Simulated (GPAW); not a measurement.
# NiAu3 (Pm-3m) in GPAW: equation of state with LDA

Aim: the equation of state of NiAu3 with LDA.

Program: GPAW 26.7.0. These are calculated values, not measurements. Logs are shortened: lines on timing, memory, paths and dates and some standing lists are left out, and cuts for length are marked. The log counts tension as positive stress, the text compression.

## 1. The crystal as given

It takes space group Pm-3m (No. 221, cubic). Conventional cell: a = 4.028 Å, b = 4.028 Å, c = 4.028 Å, α = 90.00°, β = 90.00°, γ = 90.00°. Au (site symmetry 4/mmm) has 8 Au at 2.85 Å and 4 Ni at 2.85 Å as nearest neighbours. Ni (site symmetry m-3m) has 12 Au at 2.85 Å as nearest neighbours.

The cell comes from a database or a generator and needn't be the stable form of this composition.

## 2. Equation of state, LDA, collinear spin, ferromagnetic start

File run.py:

```python
from ase import Atoms
from ase.eos import EquationOfState
from ase.io import Trajectory
from ase.units import GPa
from gpaw import GPAW, PW

atoms = Atoms(['Au', 'Au', 'Au', 'Ni'],
              cell=[[4.028168, 0.0, 0.0],
                    [0.0, 4.028168, 0.0],
                    [0.0, 0.0, 4.028168]],
              scaled_positions=[[0.5, 0.5, 0.0],
                                [0.0, 0.5, 0.5],
                                [0.5, 0.0, 0.5],
                                [0.0, 0.0, 0.0]],
              pbc=True)
atoms.set_initial_magnetic_moments([0.0, 0.0, 0.0, 1.0])

traj = Trajectory('eos.traj', 'w')
volumes, energies = [], []
for x in [0.94, 0.96, 0.98, 1.0, 1.02, 1.04, 1.06]:
    a = atoms.copy()
    a.set_cell(atoms.cell * x**(1 / 3), scale_atoms=True)
    calc = GPAW(mode=PW(600),
                xc='LDA',
                kpts={'size': (5, 5, 5), 'gamma': True},
                occupations={'name': 'fermi-dirac', 'width': 0.05},
                nbands=45,
                convergence={'density': 1e-05, 'energy': 1e-05},
                maxiter=150,
                txt=f'eos-{x:.2f}.txt')
    a.calc = calc
    energies.append(a.get_potential_energy(force_consistent=True))
    volumes.append(a.get_volume())
    p = -a.get_stress()[:3].mean() / GPa
    calc.write(f'eos-{x:.2f}.gpw')
    traj.write(a)
    print(f'{x:.2f} {volumes[-1]:10.4f} A^3 {energies[-1]:14.6f} eV {p:9.3f} GPa', flush=True)

v0, e0, B = EquationOfState(volumes, energies, eos='birchmurnaghan').fit()
print(f'V0 = {v0:.4f} A^3, E0 = {e0:.6f} eV, B0 = {B / GPa:.2f} GPa')
```

Potentials or basis: the program's PAW data sets (release 1.2.1) made for this functional, pw.

The run is started by

```bash
> OMP_NUM_THREADS=1 python run.py
```

What it wrote:

```text
__  _  _
 | _ |_)|_||  |
 |__||  | ||/\| - 26.7.0

Input parameters:
  mode=PW(ecut=600.0),
  convergence={'density': 1e-05, 'energy': 1e-05},
  kpts=MonkhorstPack(size=(5, 5, 5), gamma=True),
  maxiter=150,
  nbands=45,
  occupations=Occupations(name='fermi-dirac', width=0.05),
  xc=XC(name='LDA')

Diagonalizing LCAO Hamiltonian
Converting LCAO to pw mode
   .---------.
  /|         |
 * |         |
 |Au         |
 | |  Au     |
 | .---------.
 |/    Au   /
 Ni--------*

Atoms  # Å, Bohr magnetons
|   | symbol |        x |        y |        z |    initial magnetic moments |
|---|--------|----------|----------|----------|-----------------------------|
| 0 |     Au | 1.972969 | 1.972969 | 0.000000 | ( 0.0000,  0.0000,  0.0000) |
| 1 |     Au | 0.000000 | 1.972969 | 1.972969 | ( 0.0000,  0.0000,  0.0000) |
| 2 |     Au | 1.972969 | 0.000000 | 1.972969 | ( 0.0000,  0.0000,  0.0000) |
| 3 |     Ni | 0.000000 | 0.000000 | 0.000000 | ( 0.0000,  0.0000,  1.0000) |

Unit cell  # Å
| periodic |        x |        y |        z |  lengths |    angles |
|----------|----------|----------|----------|----------|-----------|
|      yes | 3.945937 | 0.000000 | 0.000000 | 3.945937 | 90.000000 |
|      yes | 0.000000 | 3.945937 | 0.000000 | 3.945937 | 90.000000 |
|      yes | 0.000000 | 0.000000 | 3.945937 | 3.945937 | 90.000000 |

Number of symmetries: 48
Symmetry operations  # r_c * U_cc + t_c -> r_c
|    | kind |            matrix            |
|----|------|------------------------------|
|  0 |  E   |  1, 0, 0,  0, 1, 0,  0, 0, 1 |
|  1 |  σ   |  1, 0, 0,  0, 1, 0,  0, 0,-1 |
|  2 |  σ   |  1, 0, 0,  0, 0, 1,  0, 1, 0 |
|  3 |  C4  |  1, 0, 0,  0, 0, 1,  0,-1, 0 |
|  4 |  C4  |  1, 0, 0,  0, 0,-1,  0, 1, 0 |
|  5 |  σ   |  1, 0, 0,  0, 0,-1,  0,-1, 0 |
|  6 |  σ   |  1, 0, 0,  0,-1, 0,  0, 0, 1 |
|  7 |  C2  |  1, 0, 0,  0,-1, 0,  0, 0,-1 |
|  8 |  σ   |  0, 1, 0,  1, 0, 0,  0, 0, 1 |
|  9 |  C2  |  0, 1, 0,  1, 0, 0,  0, 0,-1 |
| 10 |  C3  |  0, 1, 0,  0, 0, 1,  1, 0, 0 |
| 11 |  S6  |  0, 1, 0,  0, 0, 1, -1, 0, 0 |
| 12 |  S6  |  0, 1, 0,  0, 0,-1,  1, 0, 0 |
| 13 |  C3  |  0, 1, 0,  0, 0,-1, -1, 0, 0 |
| 14 |  C4  |  0, 1, 0, -1, 0, 0,  0, 0, 1 |
| 15 |  S4  |  0, 1, 0, -1, 0, 0,  0, 0,-1 |
| 16 |  C3  |  0, 0, 1,  1, 0, 0,  0, 1, 0 |
| 17 |  S6  |  0, 0, 1,  1, 0, 0,  0,-1, 0 |
| 18 |  σ   |  0, 0, 1,  0, 1, 0,  1, 0, 0 |
| 19 |  C4  |  0, 0, 1,  0, 1, 0, -1, 0, 0 |
| 20 |  C2  |  0, 0, 1,  0,-1, 0,  1, 0, 0 |
| 21 |  S4  |  0, 0, 1,  0,-1, 0, -1, 0, 0 |
| 22 |  S6  |  0, 0, 1, -1, 0, 0,  0, 1, 0 |
| 23 |  C3  |  0, 0, 1, -1, 0, 0,  0,-1, 0 |
| 24 |  S6  |  0, 0,-1,  1, 0, 0,  0, 1, 0 |
| 25 |  C3  |  0, 0,-1,  1, 0, 0,  0,-1, 0 |
| 26 |  C4  |  0, 0,-1,  0, 1, 0,  1, 0, 0 |
| 27 |  σ   |  0, 0,-1,  0, 1, 0, -1, 0, 0 |
| 28 |  S4  |  0, 0,-1,  0,-1, 0,  1, 0, 0 |
| 29 |  C2  |  0, 0,-1,  0,-1, 0, -1, 0, 0 |
| 30 |  C3  |  0, 0,-1, -1, 0, 0,  0, 1, 0 |
| 31 |  S6  |  0, 0,-1, -1, 0, 0,  0,-1, 0 |
| 32 |  C4  |  0,-1, 0,  1, 0, 0,  0, 0, 1 |
| 33 |  S4  |  0,-1, 0,  1, 0, 0,  0, 0,-1 |
| 34 |  S6  |  0,-1, 0,  0, 0, 1,  1, 0, 0 |
| 35 |  C3  |  0,-1, 0,  0, 0, 1, -1, 0, 0 |
| 36 |  C3  |  0,-1, 0,  0, 0,-1,  1, 0, 0 |
| 37 |  S6  |  0,-1, 0,  0, 0,-1, -1, 0, 0 |
| 38 |  σ   |  0,-1, 0, -1, 0, 0,  0, 0, 1 |
| 39 |  C2  |  0,-1, 0, -1, 0, 0,  0, 0,-1 |
| 40 |  σ   | -1, 0, 0,  0, 1, 0,  0, 0, 1 |
| 41 |  C2  | -1, 0, 0,  0, 1, 0,  0, 0,-1 |
| 42 |  C2  | -1, 0, 0,  0, 0, 1,  0, 1, 0 |
| 43 |  S4  | -1, 0, 0,  0, 0, 1,  0,-1, 0 |
| 44 |  S4  | -1, 0, 0,  0, 0,-1,  0, 1, 0 |
| 45 |  C2  | -1, 0, 0,  0, 0,-1,  0,-1, 0 |
| 46 |  C2  | -1, 0, 0,  0,-1, 0,  0, 0, 1 |
| 47 |  i   | -1, 0, 0,  0,-1, 0,  0, 0,-1 |

BZ-sampling:
  Number of BZ points: 125
  Number of IBZ points: 10

  Monkhorst-Pack size: [5, 5, 5]
  Monkhorst-Pack shift: [0, 0, 0]

K-points  # in reciprocal-cell coordinates
|   |                                coordinates |     weight |
|---|--------------------------------------------|------------|
| 0 | (  0.00000000,   0.00000000,   0.00000000) | 0.00800000 |
| 1 | (  0.20000000,   0.00000000,   0.00000000) | 0.04800000 |
| 2 | (  0.20000000,   0.20000000,   0.00000000) | 0.09600000 |
| 3 | (  0.20000000,   0.20000000,   0.20000000) | 0.06400000 |
| 4 | (  0.40000000,   0.00000000,   0.00000000) | 0.04800000 |
| 5 | (  0.40000000,   0.20000000,   0.00000000) | 0.19200000 |
| 6 | (  0.40000000,   0.20000000,   0.20000000) | 0.19200000 |
| 7 | (  0.40000000,   0.40000000,   0.00000000) | 0.09600000 |
| 8 | (  0.40000000,   0.40000000,   0.20000000) | 0.19200000 |
| 9 | (  0.40000000,   0.40000000,   0.40000000) | 0.06400000 |

Plane wave coefficients: 2103
Cutoff: 600.0 eV

Spin-components: 2 (collinear spins)
Bands:           45
Projectors:      24
Spin-degeneracy: 1
Datatype:        complex128

Parallelization:
  kpt:    1
  domain: 1
  band:   1

Density:
  Valence electrons: 49.0
  Components: 2
  Grid points: [24 24 24]
  Charge: 0.0  # |e|

Potential:
  Grid points: [24 24 24]

species:
  Au:
    name:    Gold
    Z:       79.0
    valence: 11
    core:    68
    charge:  0.0  # [|e|]
    compensation charges:
      type: gauss
      rc: 0.42  # [Å]
      lmax: 2
    cutoffs:
      filter: 2.33  # [Å]
      core: 2.81  # [Å]
    projectors
    | kind |    occ | energy [eV] | rcut [Å] |
    |------|--------|-------------|----------|
    |   6s |  1.000 |      -6.048 |    1.323 |
    |   6p |  0.000 |      -0.888 |    1.323 |
    |   5d | 10.000 |      -7.129 |    1.323 |
    |    s |        |      21.163 |    1.323 |
    |    p |        |      26.323 |    1.323 |
    |    d |        |      20.082 |    1.323 |

    Using partial waves for Au as LCAO basis

  Ni:
    name:    Nickel
    Z:       28.0
    valence: 16
    core:    12
    charge:  0.0  # [|e|]
    compensation charges:
      type: gauss
      rc: 0.36  # [Å]
      lmax: 2
    cutoffs:
      filter: 2.14  # [Å]
      core: 1.98  # [Å]
    projectors
    | kind |    occ | energy [eV] | rcut [Å] |
    |------|--------|-------------|----------|
    |   4s |  2.000 |      -5.858 |    1.164 |
    |   3p |  6.000 |     -71.266 |    1.207 |
    |   4p |  0.000 |      -1.338 |    1.207 |
    |   3d |  8.000 |      -9.141 |    1.138 |
    |    s |        |      21.353 |    1.164 |
    |    d |        |      18.071 |    1.138 |

    Using partial waves for Ni as LCAO basis

Reference energy: -1590241.314676  # eV

eigensolver:
  PPCG
  Converge bands: occupied
  niter=2

density mixing:
  MSR1-Mixer
  Pratt-step length: 0.05
  Maximum mixing coefficient: 0.75
  Old densities: 10
  SVD Regularization: 0.005
  Good broyden scale: 1.0
  Trust region scale: 1.0
  Backstep threshold: 4.0
  History deletion threshold: 6.0
  Fourier metric: weight=20.0, sigma=0.015

occupation numbers:
  Fermi-Dirac:
    width: 0.0500  # eV

poisson solver:
  ecut: 4800.0  # eV

xc functional:
  name: None

convergence criteria:
- Maximum integral of absolute [dens]ity change: 1e-05 electrons / valence electron
- Maximum [total energy] change in last 3 cyles: 1e-05 eV / valence electron
- Maximum integral of absolute [eigenst]ate change: 4e-08 eV^2 / valence electron
maximum number of iterations: 150

SCF iterations
|iter     | |      energy | eigst |  dens |  magmom |
|---------|-|-------------|-------|-------|---------|
|iter:   1| |  -27.084542 | +0.20 |       |  +1.0003|
|iter:   2| |  -23.993771 | -1.72 | -0.89 |  +0.9571|
|iter:   3| |  -22.105573 | -1.58 | -0.98 |  +0.7213|
|iter:   4| |  -22.006566 | -1.76 | -1.22 |  +0.7542|
|iter:   5| |  -21.158340 | -2.69 | -1.29 |  +0.6125|
|iter:   6| |  -21.109274 | -3.27 | -1.59 |  +0.3901|
|iter:   7| |  -21.128458 | -3.67 | -1.92 |  +0.0449|
|iter:   8| |  -21.137018 | -4.14 | -2.28 |  -0.0574|
|iter:   9| |  -21.135561 | -5.08 | -2.24 |  -0.0678|
|iter:  10| |  -21.133532 | -4.58 | -2.37 |  -0.0242|
|iter:  11| |  -21.133414 | -5.93 | -2.93 |  +0.0007|
|iter:  12| |  -21.133289c| -6.76 | -3.31 |  +0.0018|
|iter:  13| |  -21.133262c| -7.41c| -3.83 |  +0.0000|
|iter:  14| |  -21.133265c| -8.02c| -4.66 |  -0.0001|
|iter:  15| |  -21.133266c| -8.63c| -5.29c|  -0.0000|

Converged in 15 steps
Energy contributions relative to reference atoms: (reference = -1590241.314676)

Energy contributions:
  Kinetic:         -15.902343
  Coulomb:          14.637855
  Zero:              0.585570
  External:          0.000000
  Xc:              -20.450054
  Entropy:          -0.008587
  Spinorbit:         0.000000
  ----------------------------
  Free energy:     -21.137559
  Extrapolated:    -21.133266

dipole moment: (-21.518884, -21.518884, -21.518884)  # |e|*Ang

Total magnetic moment: (0.000000, 0.000000, -0.000016)

Local magnetic moments
|        x |        y |         z |
|----------|----------|-----------|
| 0.000000 | 0.000000 | -0.000001 |  # Au   0
| 0.000000 | 0.000000 | -0.000001 |  # Au   1
| 0.000000 | 0.000000 | -0.000001 |  # Au   2
| 0.000000 | 0.000000 |  0.000014 |  # Ni   3

Fermi level: 9.642
Eigenvalues  # (at kpt = [0.000, 0.000, 0.000])
| band index |      eig [eV] | occ [0-1] |      eig [eV] | occ [0-1] |
|------------|---------------|-----------|---------------|-----------|
|          0 |       -52.752 |     1.000 |       -52.752 |     1.000 |
|        ... |               |           |               |           |
|         16 |         8.111 |     1.000 |         8.111 |     1.000 |
|         17 |         8.111 |     1.000 |         8.111 |     1.000 |
|         18 |         8.111 |     1.000 |         8.111 |     1.000 |
|         19 |         9.157 |     1.000 |         9.157 |     1.000 |
|         20 |         9.157 |     1.000 |         9.157 |     1.000 |
|         21 |         9.434 |     0.985 |         9.434 |     0.985 |
[... 8 lines left out ...]
|         30 |        20.132 |     0.000 |        20.132 |     0.000 |
|         31 |        20.132 |     0.000 |        20.132 |     0.000 |
|        ... |               |           |               |           |
|         44 |        30.712 |     0.000 |        30.712 |     0.000 |

No gap
No difference between direct/indirect transitions

Stress tensor  # eV/Ang^3
|         x |         y |        z |
|-----------|-----------|----------|
|  0.008454 | -0.000000 | 0.000000 |
| -0.000000 |  0.008454 | 0.000000 |
|  0.000000 |  0.000000 | 0.008454 |

# Writing to eos-0.94.gpw (mode='')
```

It took 7.3 min on 1 thread of Arm Neoverse V1, shared host; peak memory 0.43 GiB.

What came out:

| Item | Value |
| --- | --- |
| Equilibrium volume | 15.26 Å³/atom (rough: see the caveat) |
| Bulk modulus | 204 GPa (rough) |

Energy against volume, from the lowest point:
| volume (Å³/atom) | energy (meV/atom) |
| --- | --- |
| 15.360 | 0.00 |
| 15.687 | 6.69 |
| 16.014 | 20.79 |
| 16.340 | 41.27 |
| 16.667 | 67.26 |
| 16.994 | 97.99 |
| 17.321 | 132.78 |

Caveat: with this Au data set, volumes or pressures lay over 1.5 % or 2 GPa off other programs in two to four cells of ten; the minimum lies outside the volumes run; the stock nickel data set gives pressures a few GPa off other programs. Spin-orbit coupling is left out, which matters for the levels of Au.
